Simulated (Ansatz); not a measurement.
# CH5BOS: the cost of one run

Program: Ansatz 0.2.0. Level of theory: RKS B3LYP-D4/6-31G*. These are calculated values, not measurements.

## (1) The starting structure

Bond lengths: C1–B2 1.585 Å, B2–O3 1.330 Å, B2–S4 1.831 Å, C1–H5 1.089 Å, C1–H6 1.089 Å, C1–H7 1.086 Å, O3–H8 0.958 Å, S4–H9 1.323 Å. Angles: C1–B2–O3 119.8°, C1–B2–S4 120.3°, O3–B2–S4 119.9°, B2–C1–H5 111.3°, B2–C1–H6 111.8°, B2–C1–H7 111.2°, H5–C1–H6 106.8°, H5–C1–H7 107.6°, H6–C1–H7 107.9°, B2–O3–H8 119.3°, B2–S4–H9 97.7°.

Coordinates:

```xyz
9

C     0.2177    0.8579   -0.6652
B     0.0969   -0.4981    0.1474
O     0.8636   -1.5351   -0.1789
S    -1.0970   -0.6457    1.5272
H    -0.7116    1.0950   -1.1806
H     0.4403    1.7014   -0.0140
H     1.0029    0.7983   -1.4130
H     0.7822   -2.3524    0.3140
H    -1.5950    0.5787    1.4632
```

## (2) Preparing the start

input.yaml

```yaml
crystal:
  periodic: [false, false, false]
  atoms:
    - { symbol: C, position_ang: [0.21769, 0.85792, -0.66519] }
    - { symbol: B, position_ang: [0.09693, -0.49814, 0.14741] }
    - { symbol: O, position_ang: [0.86358, -1.53507, -0.17889] }
    - { symbol: S, position_ang: [-1.09697, -0.64569, 1.52724] }
    - { symbol: H, position_ang: [-0.71163, 1.09499, -1.18059] }
    - { symbol: H, position_ang: [0.44027, 1.70143, -0.01405] }
    - { symbol: H, position_ang: [1.00293, 0.79831, -1.41305] }
    - { symbol: H, position_ang: [0.78221, -2.35242, 0.31396] }
    - { symbol: H, position_ang: [-1.59501, 0.57867, 1.46317] }
basis:
  gaussian: { orbitals: "6-31G*" }
hamiltonian:
  xc: b3lyp
  dispersion: d4
relax:
  f_tol: 0.02
  max_steps: 40
output:
  orbitals: {}
```

Command:

```console
> ansatz run input.yaml --threads 1 --pin off --max-ram 2048MiB --backend cpu --events-out ev --progress --plain --runs-dir out
```

Q: Estimate wall time and peak memory on 1 thread of Arm Neoverse V1, shared host.

About 19 s, with a peak of 0.14 GiB.
